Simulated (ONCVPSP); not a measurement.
**An ONCV potential for erbium, from input to tests**

Do these settings give a usable potential? It is generated, then checked for transferability, scattering, ghosts and hardness.

The numbers are computed with ONCVPSP 4.0.1 (PBE, scalar-relativistic, spin-unpolarised reference atom).

### 1 Settings

Typed settings, in words:

* element: erbium (Er, Z = 68)
* type: optimised norm-conserving Vanderbilt (ONCV)
* frozen core: [Kr] 4d10 5s2
* valence charge: 20
* reference configuration: 4f12 5p6 6s1 (charge +1)
* partial waves: 6s: rc 3.25 bohr, ncon 3, nbas 7, qcut 2.4 1/bohr, 2 projectors, debl 3.1 Ha; 5p: rc 2.15 bohr, ncon 4, nbas 7, qcut 5.9 1/bohr, 2 projectors, debl 2.1 Ha; d scattering state at 0.02 Ha: rc 3.40 bohr, ncon 4, nbas 8, qcut 2.4 1/bohr, 1 projector; 4f: rc 0.85 bohr, ncon 4, nbas 8, qcut 21.4 1/bohr, local
* local potential: the f channel
* core correction: Teter function, fcfact 4.5, rcfact 1.1

The outer shells as boxes (Hund's rule for the drawing; the calculation is spin-unpolarised):

```
[Kr] core
4d [↑↓][↑↓][↑↓][↑↓][↑↓]
5s [↑↓]
4f [↑↓][↑↓][↑↓][↑↓][↑↓][↑ ][↑ ]
5p [↑↓][↑↓][↑↓]
6s [↑ ]
```

The nodes and maxima of the atom's own shells, from an earlier all-electron run, set the scale for the radii.

All-electron outer shells of the reference configuration (PBE, scalar-relativistic, ld1.x):

```
shell  level (eV)  outermost node (bohr)  outermost maximum (bohr)
   5p      -33.02                   0.65                      1.28
   4f       -9.72                      –                      0.51
   6s       -9.06                   1.51                      3.14
   5d       -6.67                   0.73                      1.97
   6p       -5.48                   1.84                      4.13
```

### 2 The generation run

Er.dat

```
# ATOM AND REFERENCE CONFIGURATION
# atsym  z   nc   nv     iexc    psfile
  Er 68.00   10    3        4      upf
#
#   n    l    f
    1    0    2.00
    2    0    2.00
    2    1    6.00
    3    0    2.00
    3    1    6.00
    3    2   10.00
    4    0    2.00
    4    1    6.00
    4    2   10.00
    5    0    2.00
    4    3   12.00
    5    1    6.00
    6    0    1.00
#
# PSEUDOPOTENTIAL AND OPTIMIZATION
# lmax
    3
#
#   l,   rc,      ep,       ncon, nbas, qcut
    0    3.25    0.00    3    7    2.40
    1    2.15    0.00    4    7    5.90
    2    3.40    0.02    4    8    2.40
    3    0.85    0.00    4    8   21.40
#
# LOCAL POTENTIAL
# lloc, lpopt,  rc(5),   dvloc0
    3    5    0.85    0.00
#
# VANDERBILT-KLEINMAN-BYLANDER PROJECTORs
# l, nproj, debl
    0    2    3.10
    1    2    2.10
    2    1    1.60
    3    0    1.00
#
# MODEL CORE CHARGE
# icmod, fcfact, rcfact
    3    4.50    1.10
#
# LOG DERIVATIVE ANALYSIS
# epsh1, epsh2, depsh
   -3.00    5.00    0.02
#
# OUTPUT GRID
# rlmax, drl
    6.00    0.01
#
# TEST CONFIGURATIONS
# ncnf
    4
# nvcnf
#   n    l    f
    3
    4    3   12.00
    5    1    6.00
    6    0    2.00
#
    3
    4    3   12.00
    5    1    6.00
    6    0    0.00
#
    3
    4    3   11.00
    5    1    6.00
    6    0    0.00
#
    3
    4    3   11.00
    5    1    6.00
    6    0    2.00
#
```

Launch:

```
$ oncvpsp.x < Er.dat > Er.out
```

What does the calculation give? Wanted: cutoffs for 1 and 0.1 mHa per electron, occupied waves; bound ghosts; GHOST(+) flags; largest test error; largest phase difference near zero energy, channels read; rms error of d²Exc/dn², without and with the model core; projector energies reset by the program.

As calculated:

| quantity | value |
| --- | --- |
| cutoffs for 1 and 0.1 mHa per electron, occupied waves | 184 Ha and 204 Ha |
| bound ghosts | s at -963.95 eV, s at -175.17 eV, p at -538.24 eV, d at -937.30 eV and 1 more |
| GHOST(+) flags | s at 73 eV |
| largest test error (AE − PS) | +5578 meV, for 4f12 5p6 6s0 |
| largest phase difference near zero energy, channels read | 0.165 rad |
| rms error of d²Exc/dn², without and with the model core | 7.41 and 4.85 mHa |
| projector energies reset by the program | d: -0.245 Ha |

A bound ghost (s, p, d) makes it unfit for use: electrons can fall into a state that the atom doesn't have. The worst unpolarised test, 4f12 5p6 6s0, is off by 5578 meV on 12.0 eV; by total energies transferability rates as poor. It counts as very hard, with 184 Ha needed at the looser tolerance. At the looser tolerance the 4f wave is the slowest; 5p needs 8 Ha. Of the channels read, d scatters worst near zero energy, by up to 0.16 rad. The program also flags highly localised states, GHOST(+) (s).
